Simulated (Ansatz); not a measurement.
**C2H9BClNSi: a ladder of functionals and wavefunction methods**

An exercise on one series of results from a longer session: the logs are not shown, and one member is left open.

The runs use Ansatz 0.2.0, Gaussian basis; functionals in def2-TZVPP, the program's frozen cores in correlated methods.

Levels to be run: PBE-D4, r2SCAN-D4, PBE0-D4, B3LYP-D4, ωB97X-V, ωB97M-V, B2PLYP; CCSD(T)/def2-TZVPP; MP2/def2-QZVPP; extrapolation to the limit.

**The geometry**

An earlier PBE0-D4 in a triple-zeta def2 set relaxation fixed the geometry.

15 atoms, charge 0, spin multiplicity 1.

Atoms are counted from 1 here; the program's logs count them from 0.

Bond lengths: B1–N2 1.400 Å, B1–H7 1.199 Å, B1–H8 1.197 Å, N2–C3 1.469 Å, N2–Si5 1.734 Å, C3–C4 1.516 Å, C3–H9 1.095 Å, C3–H10 1.092 Å, C4–H11 1.092 Å, C4–H12 1.092 Å, C4–H13 1.092 Å, Si5–Cl6 2.059 Å, Si5–H14 1.481 Å, Si5–H15 1.474 Å. Angles: N2–B1–H7 119.2°, N2–B1–H8 119.3°, H7–B1–H8 121.5°, B1–N2–C3 121.2°, B1–N2–Si5 121.2°, C3–N2–Si5 117.6°, N2–C3–C4 112.3°, N2–C3–H9 109.2°, N2–C3–H10 108.0°, C4–C3–H9 110.3°, C4–C3–H10 110.2°, H9–C3–H10 106.6°, C3–C4–H11 110.4°, C3–C4–H12 111.3°, C3–C4–H13 110.5°, H11–C4–H12 108.1°, H11–C4–H13 108.3°, H12–C4–H13 108.0° and more.

Coordinates:

```mol
C2H9BClNSi
  3D, bonds by distance, orders not assigned

 15 14  0  0  0  0  0  0  0  0999 V2000
   -0.3462    1.0760    1.5116 B   0  0
    0.2151    0.2797    0.5070 N   0  0
   -0.0520    0.5454   -0.9130 C   0  0
   -1.2481   -0.2296   -1.4287 C   0  0
    1.2753   -1.0368    0.8929 Si  0  0
    3.2010   -0.5837    0.3231 Cl  0  0
   -1.0508    1.9957    1.2034 H   0  0
   -0.1116    0.8250    2.6580 H   0  0
    0.8400    0.3008   -1.4999 H   0  0
   -0.2187    1.6182   -1.0309 H   0  0
   -2.1487    0.0469   -0.8760 H   0  0
   -1.0998   -1.3065   -1.3197 H   0  0
   -1.4151   -0.0165   -2.4871 H   0  0
    0.9040   -2.2392    0.1123 H   0  0
    1.2557   -1.2755    2.3470 H   0  0
  1  2  8  0
  2  3  8  0
  3  4  8  0
  2  5  8  0
  5  6  8  0
  1  7  8  0
  1  8  8  0
  3  9  8  0
  3 10  8  0
  4 11  8  0
  4 12  8  0
  4 13  8  0
  5 14  8  0
  5 15  8  0
M  END
```

Set-up of the first run:

File in.yaml:

```yaml
crystal:
  periodic: [false, false, false]
  atoms:
    - {symbol: B, position_ang: [-0.346211, 1.076039, 1.511647]}
    - {symbol: N, position_ang: [0.215095, 0.279696, 0.506969]}
    - {symbol: C, position_ang: [-0.051997, 0.545428, -0.913015]}
    - {symbol: C, position_ang: [-1.248086, -0.229612, -1.428691]}
    - {symbol: Si, position_ang: [1.275311, -1.036774, 0.892882]}
    - {symbol: Cl, position_ang: [3.200972, -0.583739, 0.323134]}
    - {symbol: H, position_ang: [-1.050814, 1.995671, 1.203364]}
    - {symbol: H, position_ang: [-0.111612, 0.825025, 2.657956]}
    - {symbol: H, position_ang: [0.839984, 0.300790, -1.499894]}
    - {symbol: H, position_ang: [-0.218717, 1.618221, -1.030912]}
    - {symbol: H, position_ang: [-2.148703, 0.046899, -0.876030]}
    - {symbol: H, position_ang: [-1.099843, -1.306487, -1.319690]}
    - {symbol: H, position_ang: [-1.415095, -0.016455, -2.487056]}
    - {symbol: H, position_ang: [0.903967, -2.239227, 0.112291]}
    - {symbol: H, position_ang: [1.255728, -1.275465, 2.347035]}
basis:
  gaussian: {orbitals: def2-TZVPP}
hamiltonian: {xc: pbe, dispersion: d4}
output: {forces: true, orbitals: {seedname: orbitals}}
```

Started as:

```bash
$ ansatz run in.yaml --threads 2 --pin off --events-out ev --progress --plain --max-ram 32768MiB --backend cuda --devices 0, --max-vram 18GiB
```

Steps of the session up to this table: PBE-D4 (GGA); r2SCAN-D4 (meta-GGA); PBE0-D4 (hybrid); B3LYP-D4 (hybrid); ωB97X-V (range-separated); ωB97M-V (range-separated); B2PLYP (double hybrid); CCSD(T) in def2-TZVPP; MP2 in def2-QZVPP.

One table of the session follows, with a row left open; its other results are not shown here.

| method | atomisation energy (eV) |
| --- | --- |
| PBE-D4 | 58.093 |
| r2SCAN-D4 | 57.472 |
| PBE0-D4 | ? |
| B3LYP-D4 | 57.505 |
| ωB97X-V | 57.640 |
| ωB97M-V | 57.669 |
| B2PLYP | 56.812 |
| HF/def2-TZVPP | 43.259 |
| MP2/def2-TZVPP | 56.598 |
| CCSD/def2-TZVPP | 55.217 |
| CCSD(T)/def2-TZVPP | 55.928 |
| MP2/CBS | 57.994 |
| CCSD(T)/CBS | 57.324 |

**Question.** Estimate the row for PBE0-D4.

As computed: atomisation energy (eV): 57.508. In the column «atomisation energy (eV)» it lies between B3LYP-D4 (57.505) and ωB97X-V (57.640).
